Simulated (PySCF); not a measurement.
# A gas-phase reaction: F2GeH2 + N2O → F2GeH2O + N2

Aim: the reaction energy of `[F][GeH2][F]` + `[N-]=[N+]=O` → `[OH][GeH]([F])[F]` + `N#N`.

Computed with PySCF 2.14.0; each step states its level. No surroundings beyond the atoms listed, unless a continuum is named. Atoms count from 0, parts from 1.

## Step 1: Starting point

Each species was relaxed by itself at PBE0-D3(BJ)/def2-SVPD.

## Step 2: Energies of the species: wB97M-D3(BJ)/def2-TZVPD

What the job is given:

```
{"job": {"kind": "react", "xc": "wB97M-D3(BJ)", "basis": "def2-TZVPD"}, "charge": 0, "multiplicity": 1}
-1 F2GeH2 charge 0 multiplicity 1
F     -0.108880    -1.588120     0.534710
Ge    -0.037490     0.090250     0.077840
F      0.490700     0.077530    -1.580950
H     -1.461500     0.639860     0.101770
H      1.060340     0.747060     0.910890

-1 N2O charge 0 multiplicity 1
N      1.143880    -0.084230    -0.002560
N      0.021700    -0.007720     0.003040
O     -1.152440     0.072340     0.008920

+1 F2GeH2O charge 0 multiplicity 1
O      1.397520    -0.246030     0.189370
Ge    -0.323890     0.048600     0.148880
F     -0.625110     1.586850    -0.595400
F     -1.070020    -1.073780    -0.944180
H      1.842470    -0.221250    -0.664330
H     -0.938370    -0.027610     1.532230

+1 N2 charge 0 multiplicity 1
N      0.542260     0.062020    -0.056740
N     -0.542270    -0.062020     0.056740
```

With the program's defaults for keys left out, this is: wB97M-D3(BJ)/def2-TZVPD reaction energy of separated species, gas phase.

Launch:

```bash
> OMP_NUM_THREADS=1 python cluster_run.py task.json out
```

One launch serves the whole session: the jobs run in the order shown.

Log:

```text
species 1 (F2GeH2)
coarse grid: 22960 points
cycle   1  E = -2277.9591947072  dE = -5.973e-01  |g| = 1.007e+00  |ddm| = 1.638e+00
cycle   2  E = -2277.9014348288  dE =  5.776e-02  |g| = 1.304e+00  |ddm| = 1.113e+00
cycle   3  E = -2278.1028254563  dE = -2.014e-01  |g| = 5.921e-02  |ddm| = 5.578e-01
cycle   4  E = -2278.1031803947  dE = -3.549e-04  |g| = 3.267e-02  |ddm| = 4.879e-02
cycle   5  E = -2278.1033063413  dE = -1.259e-04  |g| = 4.442e-03  |ddm| = 1.919e-02
cycle   6  E = -2278.1033121289  dE = -5.788e-06  |g| = 8.527e-04  |ddm| = 6.633e-03
final grid: 46992 points
cycle   7  E = -2278.1031924966  dE = -4.312e-07  |g| = 7.976e-04  |ddm| = 2.242e-03
cycle   8  E = -2278.1031925065  dE = -9.857e-09  |g| = 9.247e-04  |ddm| = 7.515e-04
cycle   9  E = -2278.1031926127  dE = -1.062e-07  |g| = 5.621e-05  |ddm| = 3.768e-04
cycle  10  E = -2278.1031926158  dE = -3.095e-09  |g| = 1.856e-05  |ddm| = 1.417e-04
cycle  11  E = -2278.1031926159  dE = -1.473e-10  |g| = 6.517e-06  |ddm| = 2.984e-05
converged SCF energy = -2278.1031926159

species 2 (N2O)
coarse grid: 15424 points
cycle   1  E = -184.6618527140  dE =  6.982e-01  |g| = 8.261e-01  |ddm| = 1.717e+00
cycle   2  E = -184.5841268323  dE =  7.773e-02  |g| = 1.134e+00  |ddm| = 9.884e-01
cycle   3  E = -184.7852493291  dE = -2.011e-01  |g| = 1.175e-01  |ddm| = 4.952e-01
cycle   4  E = -184.7864120997  dE = -1.163e-03  |g| = 8.425e-02  |ddm| = 1.014e-01
cycle   5  E = -184.7877135086  dE = -1.301e-03  |g| = 1.003e-02  |ddm| = 4.527e-02
cycle   6  E = -184.7877338129  dE = -2.030e-05  |g| = 1.578e-03  |ddm| = 1.117e-02
cycle   7  E = -184.7877347046  dE = -8.917e-07  |g| = 4.463e-04  |ddm| = 4.009e-03
final grid: 33192 points
cycle   8  E = -184.7877166558  dE = -2.584e-08  |g| = 5.817e-04  |ddm| = 1.869e-03
cycle   9  E = -184.7877165110  dE =  1.448e-07  |g| = 1.087e-03  |ddm| = 7.528e-04
cycle  10  E = -184.7877167270  dE = -2.160e-07  |g| = 4.363e-05  |ddm| = 5.314e-04
cycle  11  E = -184.7877167275  dE = -5.383e-10  |g| = 2.661e-05  |ddm| = 9.268e-05
converged SCF energy = -184.7877167275

species 3 (F2GeH2O)
coarse grid: 28144 points
cycle   1  E = -2353.2147209646  dE = -3.886e-01  |g| = 1.169e+00  |ddm| = 1.872e+00
cycle   2  E = -2353.1595283466  dE =  5.519e-02  |g| = 1.439e+00  |ddm| = 1.315e+00
cycle   3  E = -2353.4178553164  dE = -2.583e-01  |g| = 4.276e-02  |ddm| = 6.623e-01
cycle   4  E = -2353.4182190166  dE = -3.637e-04  |g| = 2.039e-02  |ddm| = 4.556e-02
cycle   5  E = -2353.4182806943  dE = -6.168e-05  |g| = 9.226e-03  |ddm| = 1.670e-02
cycle   6  E = -2353.4182930075  dE = -1.231e-05  |g| = 1.868e-03  |ddm| = 6.740e-03
cycle   7  E = -2353.4182938531  dE = -8.457e-07  |g| = 1.077e-03  |ddm| = 2.360e-03
final grid: 58200 points
cycle   8  E = -2353.4182667988  dE = -2.144e-07  |g| = 1.322e-03  |ddm| = 1.966e-03
cycle   9  E = -2353.4182666937  dE =  1.051e-07  |g| = 1.581e-03  |ddm| = 1.286e-03
cycle  10  E = -2353.4182670407  dE = -3.471e-07  |g| = 8.212e-05  |ddm| = 6.994e-04
cycle  11  E = -2353.4182670418  dE = -1.032e-09  |g| = 2.784e-05  |ddm| = 5.968e-05
cycle  12  E = -2353.4182670421  dE = -3.133e-10  |g| = 3.423e-06  |ddm| = 4.989e-05
converged SCF energy = -2353.4182670421

species 4 (N2)
coarse grid: 10240 points
cycle   1  E = -109.6045723216  dE =  4.455e-02  |g| = 1.682e-01  |ddm| = 1.300e+00
cycle   2  E = -109.6103832438  dE = -5.811e-03  |g| = 7.387e-02  |ddm| = 1.523e-01
cycle   3  E = -109.6112837382  dE = -9.005e-04  |g| = 6.548e-03  |ddm| = 4.575e-02
cycle   4  E = -109.6112979217  dE = -1.418e-05  |g| = 1.069e-03  |ddm| = 1.769e-02
cycle   5  E = -109.6112984019  dE = -4.803e-07  |g| = 2.349e-04  |ddm| = 1.190e-03
final grid: 21984 points
cycle   6  E = -109.6112967496  dE = -3.478e-08  |g| = 7.928e-05  |ddm| = 6.427e-04
cycle   7  E = -109.6112967524  dE = -2.798e-09  |g| = 3.037e-05  |ddm| = 1.457e-04
cycle   8  E = -109.6112967527  dE = -2.809e-10  |g| = 8.399e-06  |ddm| = 5.317e-05
converged SCF energy = -109.6112967527

Reaction energy = -87.076 kcal/mol
```

It took 38 s on 1 thread of Arm Neoverse N1, shared host; peak memory 0.65 GiB.

Species by species (with the dispersion term, which the log's SCF energies lack):

| ν | species | energy (Eh) | HOMO (eV) |
| --- | --- | --- | --- |
| -1 | [F][GeH2][F] | -2278.10589 | -12.51 |
| -1 | [N-]=[N+]=O | -184.78947 | -12.17 |
| +1 | [OH][GeH]([F])[F] | -2353.42209 | -12.71 |
| +1 | N#N | -109.61204 | -14.89 |

## Step 3: Reaction energy: PBE0-D3(BJ)/def2-TZVPD

Same as in step 2 but for these lines:

```diff
@@ -1,2 +1,2 @@
-{"job": {"kind": "react", "xc": "wB97M-D3(BJ)", "basis": "def2-TZVPD"}, "charge": 0, "multiplicity": 1}
+{"job": {"kind": "react", "xc": "PBE0", "basis": "def2-TZVPD", "disp": "d3bj"}, "charge": 0, "multiplicity": 1}
 -1 F2GeH2 charge 0 multiplicity 1
```

With the program's defaults for keys left out, this is: PBE0-D3(BJ)/def2-TZVPD reaction energy of separated species, gas phase.

Log:

```text
species 1 (F2GeH2)
coarse grid: 22960 points
cycle   1  E = -2277.4548563964  dE = -4.929e-01  |g| = 1.051e+00  |ddm| = 1.662e+00
cycle   2  E = -2277.1452676362  dE =  3.096e-01  |g| = 1.827e+00  |ddm| = 1.411e+00
cycle   3  E = -2277.5964743400  dE = -4.512e-01  |g| = 1.514e-01  |ddm| = 9.041e-01
cycle   4  E = -2277.5987798734  dE = -2.306e-03  |g| = 4.006e-02  |ddm| = 9.456e-02
cycle   5  E = -2277.5989405430  dE = -1.607e-04  |g| = 3.033e-03  |ddm| = 1.890e-02
cycle   6  E = -2277.5989421690  dE = -1.626e-06  |g| = 4.847e-04  |ddm| = 2.001e-03
final grid: 46992 points
cycle   7  E = -2277.5988981019  dE = -1.619e-07  |g| = 3.450e-04  |ddm| = 1.231e-03
cycle   8  E = -2277.5988981078  dE = -5.904e-09  |g| = 3.550e-04  |ddm| = 4.944e-04
cycle   9  E = -2277.5988981221  dE = -1.437e-08  |g| = 7.480e-05  |ddm| = 2.282e-04
cycle  10  E = -2277.5988981227  dE = -5.966e-10  |g| = 1.871e-05  |ddm| = 4.087e-05
converged SCF energy = -2277.5988981227

species 2 (N2O)
coarse grid: 3216 points
cycle   1  E = -184.4534525903  dE =  7.159e-01  |g| = 7.390e-01  |ddm| = 1.711e+00
cycle   2  E = -184.1504383027  dE =  3.030e-01  |g| = 1.537e+00  |ddm| = 1.024e+00
cycle   3  E = -184.5234493547  dE = -3.730e-01  |g| = 3.650e-01  |ddm| = 7.203e-01
cycle   4  E = -184.5486943882  dE = -2.525e-02  |g| = 9.414e-02  |ddm| = 2.244e-01
cycle   5  E = -184.5503417877  dE = -1.647e-03  |g| = 6.995e-03  |ddm| = 4.643e-02
cycle   6  E = -184.5503488976  dE = -7.110e-06  |g| = 2.068e-03  |ddm| = 4.692e-03
final grid: 33192 points
cycle   7  E = -184.5460656944  dE =  2.326e-05  |g| = 1.452e-02  |ddm| = 5.055e-02
cycle   8  E = -184.5457659700  dE =  2.997e-04  |g| = 4.160e-02  |ddm| = 2.687e-02
cycle   9  E = -184.5461038818  dE = -3.379e-04  |g| = 2.947e-03  |ddm| = 2.064e-02
cycle  10  E = -184.5461054197  dE = -1.538e-06  |g| = 4.817e-04  |ddm| = 1.408e-03
cycle  11  E = -184.5461054567  dE = -3.706e-08  |g| = 8.100e-05  |ddm| = 2.514e-04
cycle  12  E = -184.5461054582  dE = -1.422e-09  |g| = 1.165e-05  |ddm| = 7.138e-05
cycle  13  E = -184.5461054582  dE = -2.927e-11  |g| = 6.106e-07  |ddm| = 7.594e-06
converged SCF energy = -184.5461054582

species 3 (F2GeH2O)
coarse grid: 28144 points
cycle   1  E = -2352.5990502512  dE = -2.580e-01  |g| = 1.252e+00  |ddm| = 1.918e+00
cycle   2  E = -2352.2131375471  dE =  3.859e-01  |g| = 2.052e+00  |ddm| = 1.738e+00
cycle   3  E = -2352.8182408093  dE = -6.051e-01  |g| = 9.787e-02  |ddm| = 1.119e+00
cycle   4  E = -2352.8191585229  dE = -9.177e-04  |g| = 5.252e-02  |ddm| = 7.644e-02
cycle   5  E = -2352.8194436359  dE = -2.851e-04  |g| = 1.176e-02  |ddm| = 2.870e-02
cycle   6  E = -2352.8194619689  dE = -1.833e-05  |g| = 4.702e-03  |ddm| = 7.697e-03
cycle   7  E = -2352.8194657100  dE = -3.741e-06  |g| = 5.155e-04  |ddm| = 2.618e-03
final grid: 58200 points
cycle   8  E = -2352.8195345182  dE = -2.623e-07  |g| = 5.078e-04  |ddm| = 1.420e-03
cycle   9  E = -2352.8195345032  dE =  1.501e-08  |g| = 6.158e-04  |ddm| = 5.362e-04
cycle  10  E = -2352.8195345497  dE = -4.656e-08  |g| = 9.013e-05  |ddm| = 2.961e-04
cycle  11  E = -2352.8195345509  dE = -1.137e-09  |g| = 1.837e-05  |ddm| = 5.172e-05
cycle  12  E = -2352.8195345509  dE = -3.138e-11  |g| = 4.055e-06  |ddm| = 1.047e-05
converged SCF energy = -2352.8195345509

species 4 (N2)
coarse grid: 2128 points
cycle   1  E = -109.4495248113  dE =  1.300e-01  |g| = 1.031e-01  |ddm| = 1.274e+00
cycle   2  E = -109.4509593950  dE = -1.435e-03  |g| = 4.739e-02  |ddm| = 1.017e-01
cycle   3  E = -109.4513824756  dE = -4.231e-04  |g| = 9.132e-03  |ddm| = 3.530e-02
cycle   4  E = -109.4513991502  dE = -1.667e-05  |g| = 5.128e-04  |ddm| = 5.399e-03
cycle   5  E = -109.4513991974  dE = -4.722e-08  |g| = 7.832e-05  |ddm| = 4.392e-04
final grid: 21984 points
cycle   6  E = -109.4466153141  dE = -6.410e-06  |g| = 2.498e-03  |ddm| = 5.374e-02
cycle   7  E = -109.4466159498  dE = -6.357e-07  |g| = 1.566e-03  |ddm| = 2.611e-03
cycle   8  E = -109.4466164374  dE = -4.876e-07  |g| = 4.524e-05  |ddm| = 9.686e-04
cycle   9  E = -109.4466164378  dE = -4.017e-10  |g| = 4.915e-06  |ddm| = 5.005e-05
converged SCF energy = -109.4466164378

Reaction energy = -76.192 kcal/mol
```

Run time: 21 s. Hardware: 1 thread of Arm Neoverse N1, shared host; peak memory 0.63 GiB.

Reaction energy at this level: -76.19 kcal/mol.

## Step 4: Reaction energy: MP2/def2-TZVPD

Same as in step 3 but for these lines:

```diff
@@ -1,2 +1,2 @@
-{"job": {"kind": "react", "xc": "PBE0", "basis": "def2-TZVPD", "disp": "d3bj"}, "charge": 0, "multiplicity": 1}
+{"job": {"kind": "react", "xc": "MP2", "basis": "def2-TZVPD"}, "charge": 0, "multiplicity": 1}
 -1 F2GeH2 charge 0 multiplicity 1
```

With the program's defaults for keys left out, this is: MP2/def2-TZVPD reaction energy of separated species, gas phase.

Log:

```text
species 1 (F2GeH2)
final grid: 46992 points
cycle   1  E = -2275.4686132344  dE = -7.843e-01  |g| = 7.792e-01  |ddm| = 1.616e+00
cycle   2  E = -2275.5351540210  dE = -6.654e-02  |g| = 5.914e-01  |ddm| = 6.562e-01
cycle   3  E = -2275.5760559005  dE = -4.090e-02  |g| = 3.654e-02  |ddm| = 2.588e-01
cycle   4  E = -2275.5766543933  dE = -5.985e-04  |g| = 1.014e-02  |ddm| = 5.428e-02
cycle   5  E = -2275.5766947038  dE = -4.031e-05  |g| = 2.194e-03  |ddm| = 1.619e-02
cycle   6  E = -2275.5766972163  dE = -2.512e-06  |g| = 7.696e-04  |ddm| = 3.922e-03
cycle   7  E = -2275.5766975137  dE = -2.974e-07  |g| = 3.520e-04  |ddm| = 1.074e-03
cycle   8  E = -2275.5766975542  dE = -4.055e-08  |g| = 4.923e-05  |ddm| = 4.291e-04
cycle   9  E = -2275.5766975554  dE = -1.156e-09  |g| = 6.527e-06  |ddm| = 1.051e-04
cycle  10  E = -2275.5766975554  dE = -1.910e-11  |g| = 1.128e-06  |ddm| = 1.039e-05
converged SCF energy = -2275.5766975554

species 2 (N2O)
final grid: 33192 points
cycle   1  E = -183.6407211859  dE =  7.812e-01  |g| = 7.883e-01  |ddm| = 1.636e+00
cycle   2  E = -183.6997018728  dE = -5.898e-02  |g| = 5.972e-01  |ddm| = 7.870e-01
cycle   3  E = -183.7582035197  dE = -5.850e-02  |g| = 6.196e-02  |ddm| = 2.991e-01
cycle   4  E = -183.7590465872  dE = -8.431e-04  |g| = 1.829e-02  |ddm| = 5.670e-02
cycle   5  E = -183.7591866809  dE = -1.401e-04  |g| = 1.075e-02  |ddm| = 2.987e-02
cycle   6  E = -183.7592120314  dE = -2.535e-05  |g| = 3.404e-03  |ddm| = 1.078e-02
cycle   7  E = -183.7592184345  dE = -6.403e-06  |g| = 1.237e-03  |ddm| = 7.349e-03
cycle   8  E = -183.7592189827  dE = -5.481e-07  |g| = 1.482e-04  |ddm| = 1.882e-03
cycle   9  E = -183.7592189927  dE = -1.005e-08  |g| = 1.728e-05  |ddm| = 3.667e-04
cycle  10  E = -183.7592189928  dE = -1.156e-10  |g| = 4.196e-06  |ddm| = 4.126e-05
converged SCF energy = -183.7592189928

species 3 (F2GeH2O)
final grid: 58200 points
cycle   1  E = -2350.3774023073  dE = -6.090e-01  |g| = 8.881e-01  |ddm| = 1.842e+00
cycle   2  E = -2350.4638532725  dE = -8.645e-02  |g| = 6.398e-01  |ddm| = 7.657e-01
cycle   3  E = -2350.5136379012  dE = -4.978e-02  |g| = 4.409e-02  |ddm| = 2.984e-01
cycle   4  E = -2350.5143594031  dE = -7.215e-04  |g| = 1.400e-02  |ddm| = 5.924e-02
cycle   5  E = -2350.5144206160  dE = -6.121e-05  |g| = 4.439e-03  |ddm| = 1.887e-02
cycle   6  E = -2350.5144252492  dE = -4.633e-06  |g| = 1.372e-03  |ddm| = 4.747e-03
cycle   7  E = -2350.5144261398  dE = -8.905e-07  |g| = 3.893e-04  |ddm| = 2.034e-03
cycle   8  E = -2350.5144262311  dE = -9.128e-08  |g| = 8.269e-05  |ddm| = 6.895e-04
cycle   9  E = -2350.5144262335  dE = -2.399e-09  |g| = 3.491e-05  |ddm| = 1.117e-04
cycle  10  E = -2350.5144262337  dE = -2.401e-10  |g| = 6.917e-06  |ddm| = 2.716e-05
converged SCF energy = -2350.5144262337

species 4 (N2)
final grid: 21984 points
cycle   1  E = -108.9673654439  dE =  4.860e-02  |g| = 2.948e-01  |ddm| = 1.230e+00
cycle   2  E = -108.9868234922  dE = -1.946e-02  |g| = 8.978e-02  |ddm| = 1.852e-01
cycle   3  E = -108.9883079496  dE = -1.484e-03  |g| = 1.594e-02  |ddm| = 6.313e-02
cycle   4  E = -108.9884055683  dE = -9.762e-05  |g| = 1.828e-03  |ddm| = 2.422e-02
cycle   5  E = -108.9884065840  dE = -1.016e-06  |g| = 1.998e-04  |ddm| = 3.068e-03
cycle   6  E = -108.9884066046  dE = -2.059e-08  |g| = 4.401e-05  |ddm| = 4.052e-04
cycle   7  E = -108.9884066057  dE = -1.075e-09  |g| = 4.188e-06  |ddm| = 7.048e-05
cycle   8  E = -108.9884066057  dE = -6.594e-12  |g| = 2.888e-07  |ddm| = 1.755e-05
converged SCF energy = -108.9884066057

Reaction energy = -85.095 kcal/mol
```

It took 11 s on 1 thread of Arm Neoverse N1, shared host; peak memory 0.48 GiB.

Reaction energy at this level: -85.10 kcal/mol.

## Step 5: Side by side

Energies in kcal/mol, with wall time:

| run | reaction | time |
| --- | --- | --- |
| wB97M-D3(BJ)/def2-TZVPD | -87.08 | 38 s |
| PBE0-D3(BJ)/def2-TZVPD | -76.19 | 21 s |
| MP2/def2-TZVPD | -85.10 | 11 s |

## Step 6: Results

| quantity | value |
| --- | --- |
| reaction energy (wB97M-D3(BJ)/def2-TZVPD) | -87.08 kcal/mol |
| ΔH, ΔG at 298 K (xTB thermal terms) | -86.8, -87.6 kcal/mol |
| range of the reaction energy over the runs of this table | -87.08 to -76.19 kcal/mol |

What this shows: The reaction is exothermic by 86.8 kcal/mol in the gas phase; dispersion gives -0.07, and xTB itself gave -8.62 for the electronic energy (xTB energies and thermal terms come from the earlier relaxation of each species, not shown). No barrier was sought. xTB and this level differ widely in the electronic energy, so what comes from xTB (the thermal terms above all) is less safe here. The reaction energy runs from -87.08 (wB97M-D3(BJ)/def2-TZVPD) to -76.19 kcal/mol (PBE0-D3(BJ)/def2-TZVPD).
